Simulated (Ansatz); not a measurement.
**One shape, several levels: triplet GaH2ClO**

We compute a comparison of 6 runs (U-revPBE/def2-SVPD, UB2PLYP/def2-SVPD, UBLYP/def2-SVPD, UPBE0/def2-SVPD, USVWN5/def2-SVPD, UCCSD/def2-SVPD) of triplet GaH2ClO. 

The results are computed with Ansatz 0.2.0.

50 further runs of the same task are left out: 1 that didn't finish, 49 set aside as unsound or not needed. Runs told in other sessions of the task aren't counted.

**1. The system as given**

GaH2ClO: 5 atoms, total charge 0, spin state triplet. SMILES of the parent species: `[OH][GaH][Cl]`. The shape is that of a PBE0-D4/def2-TZVP optimisation. This is one conformer, not always the lowest. That shape belongs to the parent species and isn't relaxed for this state.

Bond lengths: O1–Ga2 1.772 Å, Ga2–Cl3 2.145 Å, O1–H4 0.960 Å, Ga2–H5 1.541 Å. Angles: O1–Ga2–Cl3 115.0°, O1–Ga2–H5 122.5°, Cl3–Ga2–H5 122.5°, Ga2–O1–H4 113.5°.

**2. A single-point energy at U-revPBE/def2-SVPD (run 1)**

Input file job.yaml:

```yaml
crystal:
  periodic: [false, false, false]
  atoms:
    - symbol: O
      position_ang: [-1.152400, 0.516000, -0.496900]
    - symbol: Ga
      position_ang: [0.470000, 0.208100, 0.146200]
    - symbol: Cl
      position_ang: [0.927500, -1.856600, 0.504600]
    - symbol: H
      position_ang: [-1.672300, -0.281800, -0.622300]
    - symbol: H
      position_ang: [1.477200, 1.340600, 0.426900]
basis:
  gaussian: {orbitals: def2-SVPD}
hamiltonian: {xc: {name: revPBE}}
output: {orbitals: {seedname: orbitals}}
accuracy: high
magnetization: {spin_polarized: true, initial_magnetization: 2}
```

Launch:

```
$ ansatz run job.yaml --threads 1 --pin off --max-ram 3480MiB --events-out events.jsonl --progress --plain --runs-dir runs
```

Standard output:

```text
Warning: RAYON_NUM_THREADS=1 ignored (pool sized by the plan → 1); use --threads N
Functional definition: revPBE
  name "revPBE"
  parameter kappa = 1.245
  parameter beta = 0.06672455060314922
  exchange = pbe_x(kappa = kappa, mu = beta*pi^2/3)
  correlation = pbe_c(beta = beta)
1964 factors; integrals over basis functions are off by at most 4.3e-9 eV
mean field evaluation 1: about -66947.0541 eV, gradient 5.1e1 eV
mean field evaluation 2: about -66788.2190 eV, gradient 1.4e2 eV
mean field evaluation 4: about -66948.7347 eV, gradient 3.9e1 eV
mean field evaluation 8: about -66957.5181 eV, gradient 7.3e0 eV
mean field evaluation 16: about -66957.9715 eV, gradient 6.6e-1 eV
mean field evaluation 32: about -66957.7080 eV, gradient 3.7e0 eV
mean field evaluation 64: about -66957.9518 eV, gradient 4.8e0 eV
mean field evaluation 96: about -66958.0247 eV, gradient 4.9e-1 eV
mean field -66958.09535538 eV, -2460.6646184832 hartree, gradient 2.5e-8 eV, S^2 2.003071; 10 other end points of the search recorded, 0 dependent functions left out
reference -66958.09535999 eV, -2460.6646186525 hartree; 30, 28 occupied and 74, 76 virtual orbitals, 1964 factors
Total energy: -66958.09535999 eV, -2460.6646186525 hartree
```

Wall time 41 s (1 thread of Intel Xeon Platinum 8259CL at 2.50GHz (Skylake/Cascade Lake), shared host); peak memory 0.37 GiB.

**3. The energy at UB2PLYP/def2-SVPD (run 2)**

Input file job.yaml:

```yaml
crystal:
  periodic: [false, false, false]
  atoms:
    - {symbol: O, position_ang: [-1.152400, 0.516000, -0.496900]}
    - {symbol: Ga, position_ang: [0.470000, 0.208100, 0.146200]}
    - {symbol: Cl, position_ang: [0.927500, -1.856600, 0.504600]}
    - {symbol: H, position_ang: [-1.672300, -0.281800, -0.622300]}
    - {symbol: H, position_ang: [1.477200, 1.340600, 0.426900]}
basis:
  gaussian:
    orbitals: def2-SVPD
accuracy: high
magnetization:
  spin_polarized: true
  initial_magnetization: 2
hamiltonian:
  xc: {name: B2PLYP}
correlation:
  frozen_orbitals: {Cl: 5, Ga: 9, H: 0, O: 1}
output:
  orbitals: {seedname: orbitals}
```

Launch:

```
$ ansatz run job.yaml --threads 1 --pin off --max-ram 3480MiB --events-out events.jsonl --progress --plain --runs-dir runs
```

Standard output (excerpt; [...] marks lines left out):

```text
Warning: RAYON_NUM_THREADS=1 ignored (pool sized by the plan → 1); use --threads N
Functional definition: B2PLYP
  name "B2PLYP"
[...]
1964 factors; integrals over basis functions are off by at most 4.3e-9 eV
[...]
mean field -66943.59399957 eV, -2460.1317034865 hartree, gradient 4.5e-8 eV, S^2 2.015958; 14 other end points of the search recorded, 0 dependent functions left out
15 core orbitals not correlated: weight in the atoms' cores, before any rotation towards them, 1.000 or more for the frozen orbitals, at most 0.000 for the correlated occupied ones
reference -66943.59402173 eV, -2460.1317043009 hartree; 15, 13 occupied and 74, 76 virtual orbitals, 1964 factors
second order -17.27312533 eV of doubles, -0.00000000 eV of singles
Total energy: -66948.25776557 eV, -2460.3030937258 hartree
```

It took 1.9 min on 1 thread of Intel Xeon Platinum 8259CL at 2.50GHz (Skylake/Cascade Lake), shared host; peak memory 0.74 GiB.

Run 3 isn't shown in full; the table further down has it.

**4. The energy at UPBE0/def2-SVPD (run 4)**

Input file molecule.yaml:

```yaml
basis:
  gaussian:
    orbitals: def2-SVPD
crystal:
  periodic: [false, false, false]
  atoms:
    - symbol: O
      position_ang: [-1.152400, 0.516000, -0.496900]
    - symbol: Ga
      position_ang: [0.470000, 0.208100, 0.146200]
    - symbol: Cl
      position_ang: [0.927500, -1.856600, 0.504600]
    - symbol: H
      position_ang: [-1.672300, -0.281800, -0.622300]
    - symbol: H
      position_ang: [1.477200, 1.340600, 0.426900]
magnetization:
  spin_polarized: true
  initial_magnetization: 2
hamiltonian:
  xc: {name: PBE0}
accuracy: high
output: {orbitals: {seedname: orbitals}}
```

Launch:

```
$ ansatz run molecule.yaml --threads 1 --pin off --max-ram 3480MiB --events-out events.jsonl --progress --plain --runs-dir runs
```

Standard output:

```text
Warning: RAYON_NUM_THREADS=1 ignored (pool sized by the plan → 1); use --threads N
Functional definition: PBE0
  name "PBE0"
  parameter a = 0.25
  parameter kappa = 0.804
[... 1 set-up line as earlier in the session ...]
  exchange = (1 - a)*pbe_x(kappa = kappa, mu = beta*pi^2/3) + a*exact_x
[... 1 set-up line as earlier in the session ...]
1964 factors; integrals over basis functions are off by at most 4.3e-9 eV
mean field evaluation 1: about -66943.1908 eV, gradient 4.3e1 eV
mean field evaluation 2: about -66868.1062 eV, gradient 1.2e2 eV
mean field evaluation 4: about -66944.7192 eV, gradient 3.2e1 eV
mean field evaluation 8: about -66950.8303 eV, gradient 9.6e-1 eV
mean field evaluation 16: about -66950.9325 eV, gradient 8.6e-2 eV
mean field evaluation 32: about -66951.2504 eV, gradient 1.7e-1 eV
mean field evaluation 64: about -66951.2519 eV, gradient 2.9e-5 eV
mean field -66951.25203428 eV, -2460.4131310712 hartree, gradient 2.6e-8 eV, S^2 2.007060; 6 other end points of the search recorded, 0 dependent functions left out
reference -66951.25203709 eV, -2460.4131311744 hartree; 30, 28 occupied and 74, 76 virtual orbitals, 1964 factors
Total energy: -66951.25203709 eV, -2460.4131311744 hartree
```

Wall time 88 s (1 thread of Intel Xeon Platinum 8259CL at 2.50GHz (Skylake/Cascade Lake), shared host); peak memory 0.56 GiB.

Run 5 isn't shown in full; the table further down has it.

**5. A single-point energy at UCCSD/def2-SVPD (run 6)**

Input file in.yaml:

```yaml
basis:
  gaussian: {orbitals: def2-SVPD}
crystal:
  periodic: [false, false, false]
  atoms:
    - symbol: O
      position_ang: [-1.152400, 0.516000, -0.496900]
    - symbol: Ga
      position_ang: [0.470000, 0.208100, 0.146200]
    - symbol: Cl
      position_ang: [0.927500, -1.856600, 0.504600]
    - symbol: H
      position_ang: [-1.672300, -0.281800, -0.622300]
    - symbol: H
      position_ang: [1.477200, 1.340600, 0.426900]
correlation: {method: ccsd, frozen_orbitals: {Cl: 5, Ga: 9, H: 0, O: 1}}
accuracy: high
scf: {omitted_lower_state_checks: [cluster_reference, increment]}
magnetization: {spin_polarized: true, initial_magnetization: 2}
```

Launch:

```
$ ansatz run in.yaml --threads 1 --pin off --max-ram 3480MiB --events-out events.jsonl --progress --plain --runs-dir runs
```

Standard output:

```text
Warning: RAYON_NUM_THREADS=1 ignored (pool sized by the plan → 1); use --threads N
[... 25 lines left out ...]
15 core orbitals not correlated: weight in the atoms' cores, before any rotation towards them, 1.000 or more for the frozen orbitals, at most 0.000 for the correlated occupied ones
[... 52 lines left out ...]
Total energy: -66905.87184142 eV, -2458.7454397434 hartree
Checks for a lower state left out: cluster_reference, increment
```

Run time: 4.8 min. Hardware: 1 thread of Intel Xeon Platinum 8259CL at 2.50GHz (Skylake/Cascade Lake), shared host; peak memory 1.4 GiB.

**6. Overview of the runs**

| run | level | frozen core orbitals | energy (Eh) | HOMO energy (eV) | ⟨S²⟩ | wall time |
| --- | --- | --- | --- | --- | --- | --- |
| 1 | U-revPBE/def2-SVPD | – | -2460.664619 | -2.44 | 2.003 | 41 s |
| 2 | UB2PLYP/def2-SVPD | 15 | -2460.303094 | -3.88 | 2.016 | 1.9 min |
| 3 | UBLYP/def2-SVPD | – | -2460.964609 | -2.21 | 2.003 | 57 s |
| 4 | UPBE0/def2-SVPD | – | -2460.413131 | -3.26 | 2.007 | 88 s |
| 5 | USVWN5/def2-SVPD | – | -2455.867756 | -2.51 | 2.002 | 28 s |
| 6 | UCCSD/def2-SVPD | 15 | -2458.745440 | – | 2.039 | 4.8 min |

**7. Results**

```
                                           quantity           value
                                run 6: total energy  -2458.74544 Eh
run 6: correlation energy (15 core orbitals frozen)      -534.9 mEh
           run 6: ⟨S²⟩ of the reference determinant           2.039
                               run 6: T1 diagnostic           0.027
```

**Reading.** Totals of different functionals can't be ranked against each other. All runs together took 10 min, the longest 4.8 min.
